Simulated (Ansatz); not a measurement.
# EuS3 (I4/mmm) in Ansatz: equation of state

How stiff is EuS3 in PBE, and what volume does it want? The cell is scaled to several volumes.

Everything below comes from runs of Ansatz 0.2.0. Logs are shortened: lines on timing, memory, paths and dates and some standing lists are left out, and cuts for length are marked.

### 1 The structure

It takes space group I4/mmm (No. 139, tetragonal). Conventional cell: a = 3.916 Å, b = 3.916 Å, c = 10.132 Å, α = 90.00°, β = 90.00°, γ = 90.00°. Eu (site symmetry 4/mmm) is surrounded by 4 S at 2.77 Å. S (site symmetry 4/mmm) is surrounded by 4 Eu at 2.77 Å. S (site symmetry -4m2) has 4 S at 2.77 Å as nearest neighbours.

The cell comes from a database or a generator and needn't be the stable form of this composition.

### 2 Single point, PBE, collinear spin, ferromagnetic start, 18.26 Å³/atom (volume scaled by 0.94)

Input file input.yaml:

```yaml
crystal:
  lattice:
    - [-1.9182558853, 1.9182558853, 4.9626184919]
    - [1.9182558853, -1.9182558853, 4.9626184919]
    - [1.9182558853, 1.9182558853, -4.9626184919]
  atoms:
    - { symbol: Eu, position: [0.0, 0.0, 0.0], spin: 7.0 }
    - { symbol: S, position: [0.5, 0.5, 0.0] }
    - { symbol: S, position: [0.25, 0.75, 0.5] }
    - { symbol: S, position: [0.75, 0.25, 0.5] }
hamiltonian:
  xc: pbe
  pseudopotentials: { kind: paw }
magnetization:
  spin_polarized: true
kpoints:
  mp_grid: { grid: [10, 10, 10] }
scf:
  occupations: { method: fermi_dirac, width: 0.05 }
output:
  forces: true
  stress: true
  eigenvalues: true
  write_density: true
  write_potential: true
  elf: true
  volumetric_format: npy
```

Potentials or basis: Ansatz PAW.

Launch:

```console
$ ansatz run input.yaml --threads 2 --pin off --max-ram 5120MiB --backend cpu --events-out ev --progress --plain --runs-dir out
```

Output:

```text
Warning: RAYON_NUM_THREADS=2 ignored (pool sized by the plan → 2); use --threads N
Engine: ansatz 0.2.0, x86_64-unknown-linux-gnu
Pseudopotentials: kind: paw
Pseudopotential: Eu, paw, valence charge 17, recommended cutoff 420 eV (normal), Eu.paw.azcp
Pseudopotential: S, paw, valence charge 6, recommended cutoff 420 eV (normal), S.paw.azcp
Functional definition: PBE
  parameter kappa = 0.804
  parameter beta = 0.06672455060314922
  exchange = pbe_x(kappa = kappa, mu = beta*pi^2/3)
  correlation = pbe_c(beta = beta)
Crystal: 4 atoms, lattice volume = 73.044 Å³
Basis set: ecut = 420 eV, 1421 PW (Γ), exchange–correlation on 80×80×80 points (8 copies of the dense FFT grid, shifted against one another)
Bands: 26, of which v1, the nominal top of the filled ones, is band 18 counted from 1 (17 counted from 0)
Symmetry: 16 space group operations
Space group: I4/mmm (ITA 139), of the structure as read, at distance tolerance 4.2e-5 Å
Magnetic group: BNS 139.531 (UNI 1191), of the structure as read, at distance tolerance 4.2e-5 Å
k-points: 102 of 1000
Non-local potential: Eu, projectors of the file, l = 0: 3, l = 1: 2, l = 2: 2, l = 3: 3
Non-local potential: S, projectors of the file, l = 0: 2, l = 1: 2, l = 2: 2
PAW form: soft (Blöchl's): semilocal exchange-correlation on the pseudo side does not see the compensation charge
PAW one-centre angular grid: Eu, 590 points (default); XC on 64 Gauss nodes
PAW one-centre angular grid: S, 110 points (default); XC on 64 Gauss nodes
Initial density: superposition of atomic densities (chi_scale 0.1, normalization cell)
Starting moments: Σ|m| = 7 μB on 1 of 4 sites
Initial wavefunctions: pseudopotential atomic-orbital guess
Functional: x = pbe(κ = 0.804, μ = 0.2195149727645171), c = pbe(β = 0.06672455060314922)
SCF iter   1: F=—  HF=-11475.481113 eV  |F-HF|=—  |Δ(HF+E_count)|=         —  Δρ=2.63e-2 (↑2.42e-2 ↓2.63e-2)  dr2=2.70e0  dr2_m=1.69e-1  M=6.268 μB ∫|m|=6.695 μB  β_m=0.30  ethr=3.10e-3  ⟨swp⟩=6.1  Hψ=24838  notcnv=0
Mixer restart at iter 1: flushing history
preconditioner: auto → Kerker (q_TF=auto, 2.413 Å⁻¹)  [metal: Δε(μ)=0.005 eV  Ē_g=10.830 eV  σ=0.050 eV  W_gap=0.02  n_scr=14 (ndim 8)  ℏωp=25.0 eV  f_vac=0.000  D(μ)=5.04/eV (n_scr^D=52)]
spin=Collinear: Kerker preconditioning applied to the charge; magnetization (m = ρ↑ − ρ↓) channel mixes plain (no charge-response kernel on spin).
SCF iter   2: F=—  HF=-11475.323106 eV  |F-HF|=—  |Δ(HF+E_count)|=   1.58e-1  Δρ=1.79e-2 (↑1.62e-2 ↓1.79e-2)  dr2=1.19e0  dr2_m=8.32e-2  M=6.221 μB ∫|m|=6.723 μB  β_m=0.56  ethr=3.10e-3  ⟨swp⟩=1.6  Hψ=7863  notcnv=0  defer=181
SCF iter   3: F=—  HF=-11475.312088 eV  |F-HF|=—  |Δ(HF+E_count)|=   1.10e-2  Δρ=7.48e-3 (↑7.48e-3 ↓4.18e-3)  dr2=1.15e-1  dr2_m=1.00e-2  M=6.137 μB ∫|m|=6.833 μB  β_m=0.75  ethr=3.10e-3  ⟨swp⟩=2.4  Hψ=8813  notcnv=0  defer=255
SCF iter   4: F=—  HF=-11475.351409 eV  |F-HF|=—  |Δ(HF+E_count)|=         —  Δρ=1.99e-3 (↑1.99e-3 ↓1.75e-3)  dr2=2.19e-2  dr2_m=7.17e-4  M=6.087 μB ∫|m|=6.888 μB  β_m=0.75  ethr=3.29e-4  ⟨swp⟩=3.2  Hψ=12696  notcnv=0  defer=246
Mixer restart at iter 4: flushing history
SCF iter   5: F=—  HF=-11475.344068 eV  |F-HF|=—  |Δ(HF+E_count)|=   7.34e-3  Δρ=3.94e-3 (↑3.94e-3 ↓9.72e-4)  dr2=2.72e-2  dr2_m=2.13e-3  M=6.101 μB ∫|m|=6.920 μB  β_m=0.65  ethr=6.25e-5  ⟨swp⟩=2.9  Hψ=9378  notcnv=0  defer=244
SCF iter   6: F=—  HF=-11475.343676 eV  |F-HF|=—  |Δ(HF+E_count)|=   3.91e-4  Δρ=1.08e-3 (↑1.08e-3 ↓9.04e-4)  dr2=8.85e-3  dr2_m=6.38e-5  M=6.091 μB ∫|m|=6.913 μB  β_m=0.83  ethr=6.25e-5  ⟨swp⟩=2.5  Hψ=8792  notcnv=0  defer=245
SCF iter   7: F=—  HF=-11475.341600 eV  |F-HF|=—  |Δ(HF+E_count)|=   2.08e-3  Δρ=7.24e-4 (↑7.24e-4 ↓2.28e-4)  dr2=3.89e-4  dr2_m=7.59e-5  M=6.086 μB ∫|m|=6.921 μB  β_m=0.91  ethr=2.53e-5  ⟨swp⟩=2.2  Hψ=10912  notcnv=0  defer=246
SCF iter   8: F=—  HF=-11475.342317 eV  |F-HF|=—  |Δ(HF+E_count)|=   7.17e-4  Δρ=2.32e-4 (↑2.32e-4 ↓9.92e-5)  dr2=6.86e-5  dr2_m=7.39e-6  M=6.083 μB ∫|m|=6.915 μB  β_m=0.96  ethr=1.11e-6  ⟨swp⟩=2.0  Hψ=9912  notcnv=0  defer=246
SCF iter   9: F=—  HF=-11475.342622 eV  |F-HF|=—  |Δ(HF+E_count)|=   3.05e-4  Δρ=5.05e-5 (↑5.05e-5 ↓3.00e-5)  dr2=6.20e-6  dr2_m=3.29e-7  M=6.081 μB ∫|m|=6.915 μB  β_m=0.98  ethr=1.96e-7  ⟨swp⟩=2.0  Hψ=8830  notcnv=0  defer=246
SCF iter  10: F=—  HF=-11475.342622 eV  |F-HF|=—  |Δ(HF+E_count)|=   2.95e-7  Δρ=1.72e-5 (↑1.72e-5 ↓1.03e-5)  dr2=4.50e-7  dr2_m=3.97e-8  M=6.081 μB ∫|m|=6.915 μB  β_m=0.99  ethr=1.77e-8  ⟨swp⟩=2.2  Hψ=8600  notcnv=0  defer=246
SCF iter  11: F=—  HF=-11475.342623 eV  |F-HF|=—  |Δ(HF+E_count)|=   5.80e-7  Δρ=5.99e-6 (↑5.99e-6 ↓4.96e-6)  dr2=1.26e-7  dr2_m=2.89e-9  M=6.081 μB ∫|m|=6.915 μB  β_m=0.99  ethr=1.28e-9  ⟨swp⟩=2.0  Hψ=8865  notcnv=0  defer=246
SCF iter  12: F=—  HF=-11475.342623 eV  |F-HF|=—  |Δ(HF+E_count)|=   1.89e-8  Δρ=1.03e-6 (↑1.03e-6 ↓1.02e-6)  dr2=2.91e-9  dr2_m=4.14e-11  M=6.081 μB ∫|m|=6.915 μB  β_m=1.00  ethr=3.60e-10  ⟨swp⟩=2.1  Hψ=8051  notcnv=0  defer=246
SCF iter  13: F=-11475.342623 eV  HF=-11475.342623 eV  |F-HF|=6.94e-9  |Δ(HF+E_count)|=   6.73e-9  Δρ=1.44e-6 (↑1.44e-6 ↓8.92e-7)  dr2=7.92e-9  dr2_m=1.27e-10  M=6.081 μB ∫|m|=6.915 μB  ethr=8.33e-12  ⟨swp⟩=10.1  Hψ=33675  notcnv=0
SCF 1 converged in 13 iterations: F = -11475.342623 eV  dr2 = 7.92e-9
SCF converged after 13 iterations
Magnetization: 6.0811 μB (20.5406 up, 14.4594 down)
Absolute magnetization: 6.9140 μB (∫|ρ↑−ρ↓|, with the PAW one-centre terms)
Spin contamination: 0.3557 ħ² per cell (⟨S²⟩ above its minimum at these occupations)
Per-site moments (μB) at R_I (Å): [(6.34651871697957, 1.1190396892509733), (-0.20453574285709825, 1.1190396892509733), (-0.0855389172698684, 1.119039689250973), (-0.08553891726986851, 1.119039689250973)]
Free energy (F): -11475.342623 eV
Harris-Foulkes:  -11475.342623 eV  (|F-HF|=6.94e-9)
Internal energy: -11475.315538 eV  (E = F + TS)
E sigma→0 (E₀):  -11475.329080 eV
Entropy (-TS):   -0.027084 eV (-6.771 meV/atom)
Fermi energy:    11.046385 eV
--- Per-component energies (eV) ---
  E_band       = 73.806519
  E_kinetic    = 682.273331
  E_local      = -2133.163022  (includes V_loc(G=0)·N_el)
  E_nonlocal   = 538.701220
  E_hartree    = 840.150812
  E_xc         = -474.985622
  E_vxc        = -473.664042  (∫ρ·V_xc dr)
  E_paw        = -8176.954055  (= ΣΔE_a)
  E_vpaw       = -220.643232  (= ΣTr[D̂ρ^β])
  E_aug_tail   = 0.000005  (compensation charges beyond the density's cutoff)
  E_ewald      = -2751.338207
  E_smearing   = -0.027084  (= −TS)
  E_closure    = 0.000000  (closes the sum)
  Σ components = -11475.342623   (vs F -11475.342623, Δ=0.00e0)
--- Forces (eV/Å), atoms counted from 1 ---
  atom   1  Eu    -0.00000000     0.00000000     0.00000000
  atom   2  S      0.00000000     0.00000000     0.00000000
  atom   3  S     -0.00000000     0.00000000     0.00000000
  atom   4  S     -0.00000000    -0.00000000     0.00000000
  max |Σ_I F_I| component: 2.43e-17 eV/Å
--- Stress (GPa, compression-positive) ---
        6.255365       0.000000       0.000000
        0.000000       6.255365      -0.000000
        0.000000       0.000000       4.789776
  P = ⅓ Tr σ = 5.7668 GPa (57.668 kbar)
--- Band table (eV; the first three rows and the last of 204) ---
  k-point 0 ↑: bands = ["-29.9121", "-8.6386", "-8.5297", "-8.5297", "-3.9916", "-0.8828", "0.8951", "5.7958", "6.5421", "6.5421", "8.7843", "8.9520", "8.9520", "10.3686", "10.4879", "10.5439", "10.5439", "10.5533", "11.2513", "11.2513", "11.7030", "12.9030", "12.9030", "14.2298", "14.3142", "15.1729"]
  k-point 1 ↑: bands = ["-29.9090", "-8.6303", "-8.5950", "-8.5600", "-3.7984", "-0.7478", "0.5443", "5.6478", "6.5680", "7.1939", "8.2077", "8.3416", "9.5240", "10.4060", "10.4821", "10.5183", "10.5280", "10.5597", "10.8900", "11.4041", "11.7325", "11.7584", "12.9890", "14.2809", "14.8270", "15.8964"]
  k-point 2 ↑: bands = ["-29.9008", "-8.7269", "-8.6388", "-8.6093", "-3.2762", "-0.5310", "-0.1666", "5.3204", "6.6768", "7.3950", "7.7359", "8.7789", "9.4788", "9.9002", "10.4462", "10.4657", "10.4910", "10.5843", "10.6301", "10.6582", "11.6880", "11.7056", "13.2211", "14.7998", "15.3121", "15.3887"]
  k-point 101 ↓: bands = ["-27.0427", "-6.8473", "-6.4254", "-6.4254", "-3.1790", "-1.7974", "0.7234", "6.6050", "6.6050", "7.1333", "9.2701", "9.7178", "9.7178", "9.9892", "12.2170", "12.5070", "12.5070", "14.4693", "14.5661", "14.5661", "15.0786", "15.1550", "15.1682", "15.1915", "15.1915", "15.3111"]
```

It took 47 s on 2 threads of Intel Xeon at 2.50GHz (Skylake/Cascade Lake), shared host; peak memory 0.66 GiB.

What came out:

```
Free energy            : -11475.3426 eV
Pressure               : 5.8 GPa
Band gap on the k mesh : none (metal or under the smearing width)
Net moment             : 6.08 μB per cell
Absolute moment        : 6.91 μB per cell
Site moments           : Eu +6.35; S -0.20, -0.09 μB
```

Caveat: spin-orbit coupling is left out, which moves the levels of the heavy elements; a cell with one magnetic atom can't hold antiferromagnetic order, which such compounds often take; without U or exact exchange the open f shell lies at the Fermi level, which spoils levels, moments and volumes.

### 3 Single point, PBE, collinear spin, ferromagnetic start, 18.65 Å³/atom (volume scaled by 0.96)

Changes to input.yaml since step 2:

```diff
@@ -2,5 +2,5 @@
   lattice:
-    - [-1.9182558853, 1.9182558853, 4.9626184919]
-    - [1.9182558853, -1.9182558853, 4.9626184919]
-    - [1.9182558853, 1.9182558853, -4.9626184919]
+    - [-1.9317651746, 1.9317651746, 4.9975676609]
+    - [1.9317651746, -1.9317651746, 4.9975676609]
+    - [1.9317651746, 1.9317651746, -4.9975676609]
   atoms:
@@ -23,5 +23 @@
   eigenvalues: true
-  write_density: true
-  write_potential: true
-  elf: true
-  volumetric_format: npy
```

Potentials or basis: Ansatz PAW.

Launch:

```console
$ ansatz run input.yaml --threads 2 --pin off --max-ram 5120MiB --backend cpu --events-out ev --progress --plain --runs-dir out
```

Wall time 38 s (2 threads of Intel Xeon at 2.50GHz (Skylake/Cascade Lake), shared host); peak memory 0.63 GiB.

It converged, with:

* Free energy: -11475.3893 eV
* Pressure: 3.9 GPa
* Band gap on the k mesh: none (metal or under the smearing width)
* Net moment: 6.09 μB per cell
* Absolute moment: 6.93 μB per cell
* Site moments: Eu +6.36; S -0.21, -0.09 μB

Caveat: spin-orbit coupling is left out, which moves the levels of the heavy elements; a cell with one magnetic atom can't hold antiferromagnetic order, which such compounds often take; without U or exact exchange the open f shell lies at the Fermi level, which spoils levels, moments and volumes.

[end of part 1 of 2]
